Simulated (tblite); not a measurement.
# C6H15FNPSi: the cost of one run

The runs use tblite 0.8.0 and PySCF 2.14.0, with density-fitted response routines of our own; the level of theory stands in each step. All values are computed, except where a source is named. Atoms are numbered from 0 throughout.

**1. Starting geometry**

25 atoms, charge 0, multiplicity 1; geometry from: force field or distance geometry start.

Bonds of the start (Å): C0–N1 1.41, N1–P2 1.56, P2–C3 1.82, P2–C4 1.79, C4–C5 1.50, C5–Si6 1.88, Si6–F7 1.67, Si6–C8 1.88, C8–C9 1.53, C9–P2 1.81, C0–H10 1.11, C0–H11 1.12, C0–H12 1.10, C3–H13 1.12, C3–H14 1.10, C3–H15 1.11, C4–H16 1.11, C4–H17 1.11, C5–H18 1.11, C5–H19 1.10, Si6–H20 1.47, C8–H21 1.10, C8–H22 1.11, C9–H23 1.10, C9–H24 1.13.

**2. Geometry optimisation with GFN2-xTB**

What the job is given:

```
{"job": {"kind": "relax", "xc": "GFN2-xTB", "basis": "xTB"}, "charge": 0, "multiplicity": 1}
C     -2.798800    -1.149900     0.345800
N     -1.410600    -1.036400     0.134000
P     -0.596200     0.272400    -0.091600
C     -1.646900     1.735900    -0.367000
C      0.472300     0.128600    -1.519800
C      1.614200    -0.827200    -1.340400
Si     2.627000    -0.352800     0.167900
F      3.982600    -1.310400     0.384000
C      1.422300    -0.483100     1.606300
C      0.424600     0.646100     1.357300
H     -3.039900    -1.119700     1.432800
H     -3.138500    -2.156500    -0.018900
H     -3.417600    -0.414600    -0.196100
H     -1.278500     2.547500     0.309800
H     -1.553800     2.078500    -1.413300
H     -2.710400     1.503700    -0.160900
H      0.889800     1.135000    -1.725900
H     -0.100800    -0.190300    -2.413000
H      2.314400    -0.826500    -2.202400
H      1.206800    -1.828000    -1.155700
H      3.023300     1.055600     0.066600
H      0.894000    -1.435900     1.476000
H      1.915500    -0.369000     2.595800
H     -0.168000     0.896800     2.247100
H      1.062300     1.524400     1.048200
```

Run with:

```console
OMP_NUM_THREADS=1 python probes_run.py task.json out
```

This one command runs all jobs of the session in turn.

Q: Estimate the wall time and peak memory of this first job on 1 thread of Arm Neoverse V2, shared host.

About 1.3 s, with a peak of 0.18 GiB.
